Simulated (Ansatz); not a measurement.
# NbSnP3: the cost of one run

Method: DFT PBE, scalar-relativistic, plane waves, PAW, in Ansatz 0.2.0.

## 1. Starting point

Symmetry: Pm-3m, No. 221, cubic system. Conventional cell: a = 4.455 Å, b = 4.455 Å, c = 4.455 Å, α = 90.00°, β = 90.00°, γ = 90.00°. Around Nb (site symmetry m-3m) lie 12 P at 3.15 Å. Around Sn (site symmetry m-3m) lie 6 P at 2.23 Å. Around P (site symmetry 4/mmm) lie 2 Sn at 2.23 Å and 4 Nb at 3.15 Å.

Coordinates:

```cif
data_structure
_symmetry_space_group_name_H-M 'Pm-3m'
_symmetry_Int_Tables_number 221
_cell_length_a 4.4550
_cell_length_b 4.4550
_cell_length_c 4.4550
_cell_angle_alpha 90.000
_cell_angle_beta 90.000
_cell_angle_gamma 90.000
_cell_volume 88.42
loop_
_atom_site_label
_atom_site_type_symbol
_atom_site_symmetry_multiplicity
_atom_site_Wyckoff_symbol
_atom_site_fract_x
_atom_site_fract_y
_atom_site_fract_z
_atom_site_occupancy
Nb1 Nb 1 a 0.00000 0.00000 0.00000 1
Sn1 Sn 1 b 0.50000 0.50000 0.50000 1
P1 P 3 c 0.00000 0.50000 0.50000 1
```

(A quick probe on a coarse mesh, which set the mesh and smearing, is not shown.)

## 3. A loose first relaxation

The input, input.yaml:

```yaml
crystal:
  lattice:
    - [4.4550094951, 0.0, 0.0]
    - [0.0, 4.4550094951, 0.0]
    - [0.0, 0.0, 4.4550094951]
  atoms:
    - { symbol: Nb, position: [0.0, 0.0, 0.0] }
    - { symbol: Sn, position: [0.5, 0.5, 0.5] }
    - { symbol: P, position: [0.0, 0.5, 0.5] }
    - { symbol: P, position: [0.5, 0.0, 0.5] }
    - { symbol: P, position: [0.5, 0.5, 0.0] }
basis:
  ecutwfc: 420
kpoints:
  mp_grid: { grid: [4, 4, 4] }
hamiltonian:
  xc: pbe
scf:
  occupations: { method: gaussian, width: 0.1 }
  lower_state_search: "off"
output:
  forces: true
  stress: true
  eigenvalues: true
relax:
  adjacent_minimum: "off"
  f_tol: 0.04
  max_steps: 70
  cell: { stress_tol: 0.4 }
```

On the command line:

```sh
> ansatz run input.yaml --threads 1 --pin off --max-ram 2560MiB --backend cpu --events-out ev --progress --plain --runs-dir out
```

Q: Estimate wall time and peak memory on 1 thread of Arm Neoverse V2, shared host.

About 11 s, with a peak of 0.38 GiB.
